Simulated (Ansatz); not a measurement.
# H3SiW: the cost of one run

Computed with Ansatz 0.2.0, Gaussian basis. Level: def2-SVP, all electrons in the functionals.

To be run: wB97M-V, at 1.900 Å; 2.075 Å; 2.320 Å; 2.595 Å; 2.863 Å; 3.275 Å; 3.727 Å; 4.360 Å; 5.224 Å; 6.331 Å; 7.692 Å.

19 further runs of the same task are left out: 1 for a known fault of the program, 14 that didn't finish, 4 set aside as unsound or not needed.

### 1 The geometry

The geometry derives from a PBE0/def2-TZVP stationary point (not a proven minimum). One bond is set to the value named and the two fragments are kept rigid. No spin-orbit coupling is included. Elements past krypton take def2 core potentials.

5 atoms, charge 1, spin multiplicity 1.

Atoms are counted from 1 here; the program's logs count them from 0.

Bond lengths: W1–Si2 2.320 Å, W1–H3 1.670 Å, Si2–H4 1.481 Å, Si2–H5 1.489 Å. Angles: Si2–W1–H3 85.6°, W1–Si2–H4 128.0°, W1–Si2–H5 116.5°, H4–Si2–H5 115.1°.

No dispersion term is added; wB97M-V holds VV10 nonlocal correlation.

The geometry shown and the zero of energy belong to the point 2.320 Å. The yardstick, UCCSD(T), and other wave-function levels (R restricted, U unrestricted, valence and pair active spaces) come from earlier runs.

### 2 wB97M-V, 1.900 Å

File in.yaml:

```yaml
crystal:
  periodic: [false, false, false]
  atoms:
    - {symbol: W, position_ang: [0.006630, -0.005751, 0.274054]}
    - {symbol: Si, position_ang: [0.008343, 0.000150, -1.625936]}
    - {symbol: H, position_ang: [-1.237709, 1.101508, 0.148967]}
    - {symbol: H, position_ang: [0.526964, 1.048479, -2.533718]}
    - {symbol: H, position_ang: [-0.731027, -1.105186, -2.294974]}
basis:
  gaussian: {orbitals: def2-SVP}
total_charge: 1
magnetization: {spin_polarized: true, initial_magnetization: 0}
hamiltonian: {xc: {name: wB97M-V}}
output: {forces: true, orbitals: {seedname: orbitals}}
```

On the command line:

```console
> ansatz run in.yaml --threads 1 --pin off --events-out ev --progress --plain --max-ram 2393MiB
```

**Question.** How long does this run take on 1 thread of AMD EPYC 9R45, shared host, and how much memory does it need?

About 28 s, with a peak of 0.35 GiB.
